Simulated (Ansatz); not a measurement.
Predict the output of the script below (the Python package of Ansatz (0.2.0)).

`dimer_c2h4si.py`:
```python
# -*- coding: utf-8 -*-
'''Binding of a C2H4Si dimer at a trial geometry.'''

import ansatz as az

BASIS = 'def2-SVP'
LEVEL = 'mp2'

FIRST = [
    ('C', (-0.5924, -1.9301, 0.1909)),
    ('C', (-0.269, -0.752, 0.0724)),
    ('Si', (0.2866, 1.0208, -0.1055)),
    ('H', (-0.9001, -2.8826, 0.2695)),
    ('H', (-0.0858, 1.5741, -1.4224)),
    ('H', (-0.2659, 1.8784, 0.9806)),
    ('H', (1.8263, 1.0914, 0.0144)),
]
SECOND = [
    ('C', (-2.4313, 3.6584, -0.8311)),
    ('C', (-3.1213, 2.668, -0.6086)),
    ('Si', (-4.2167, 1.2017, -0.2435)),
    ('H', (-1.843, 4.443, -1.0463)),
    ('H', (-4.6858, 0.5554, -1.485)),
    ('H', (-3.524, 0.2031, 0.6187)),
    ('H', (-5.4634, 1.6737, 0.5394)),
]

def energy(atoms, ghosts=()):
    molecule = az.Crystal.molecule()
    for symbol, xyz in atoms:
        molecule = molecule.atom(symbol, xyz)
    calc = (
        molecule.calculation()
        .basis(gaussian=BASIS)
        .correlation(LEVEL)
    )
    deck = calc.input()
    if ghosts:
        deck = deck.set(az.key.basis.gaussian.ghost_atoms, [{'symbol': s, 'position_ang': list(xyz)} for s, xyz in ghosts])
    return az.Session.from_dict(deck).plan().execute().report['free_energy_ev']

# ghost atoms carry the functions of the partner
both = energy(FIRST + SECOND)
alone = energy(FIRST) + energy(SECOND)
ghosted = energy(FIRST, SECOND) + energy(SECOND, FIRST)
print(f'dimer {both:.6f} eV')
print(f'interaction, uncorrected   {96.485332 * (both - alone):8.3f} kJ/mol')
print(f'interaction, counterpoise  {96.485332 * (both - ghosted):8.3f} kJ/mol')
print(f'basis-set superposition    {96.485332 * (alone - ghosted):8.3f} kJ/mol')
```

```console
$ python dimer_c2h4si.py
dimer -19980.309381 eV
interaction, uncorrected     -4.293 kJ/mol
interaction, counterpoise     0.687 kJ/mol
basis-set superposition       4.980 kJ/mol
```

Uncorrected it is -4.293 kJ/mol, with the counterpoise correction 0.687 kJ/mol; the difference, 4.98 kJ/mol, is the superposition error. The sign changes with the correction, so this basis doesn't settle it.

Caveats:
- Total energies depend on the basis set; only differences at equal settings carry meaning.
- The dimer is a generated trial pose of unrelaxed monomers, not a minimum, so the figure is no binding energy, and the basis set is small.
- Wall time of the script: 6 s on 1 thread of Intel(R) Xeon(R) 6975P-C (Granite Rapids), on a shared host, peak memory 0.32 GiB.
